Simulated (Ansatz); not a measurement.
# MgO: the cost of one run

Method: DFT PBE, scalar-relativistic, plane waves, PAW, in Ansatz 0.2.0.

The COD entry's cell or inner coordinates are ideal or old and differ from later refinements, so a difference from it is no clean test against experiment.

## Step 1: The system as given

It takes space group Fm-3m (No. 225, cubic). Conventional cell: a = 4.217 Å, b = 4.217 Å, c = 4.217 Å, α = 90.00°, β = 90.00°, γ = 90.00°. Mg (site symmetry m-3m) has 6 O at 2.11 Å as nearest neighbours. O (site symmetry m-3m) has 6 Mg at 2.11 Å as nearest neighbours.

As a file:

```
CELL_PARAMETERS angstrom
0.00000 2.10850 2.10850
2.10850 0.00000 2.10850
2.10850 2.10850 0.00000
ATOMIC_POSITIONS crystal
Mg 0.00000 0.00000 0.00000
O 0.50000 0.50000 0.50000
```

The structure rests on an entry of the Crystallography Open Database; cell or positions may have been set otherwise for this series.

## Step 2: Phonons: MgO, no spin

input.yaml

```yaml
crystal:
  lattice:
    - [0.0, 2.1085, 2.1085]
    - [2.1085, 0.0, 2.1085]
    - [2.1085, 2.1085, 0.0]
  atoms:
    - { symbol: Mg, position: [0.0, 0.0, 0.0] }
    - { symbol: O, position: [0.5, 0.5, 0.5] }
scf:
  occupations: { method: fixed }
output: {}
hamiltonian:
  xc: pbe
kpoints:
  mp_grid: { grid: [8, 8, 8] }
phonons:
  method: dfpt
  dielectric: true
  rigid_motions: translations
```

Launch:

```bash
$ ansatz run input.yaml --threads 2 --pin off --max-ram 8192MiB --backend cpu --events-out ev --progress --plain --runs-dir out
```

What time and memory should one allow on 2 threads of Intel Xeon at 2.30GHz, shared host?

About 13 s, with a peak of 0.4 GiB.
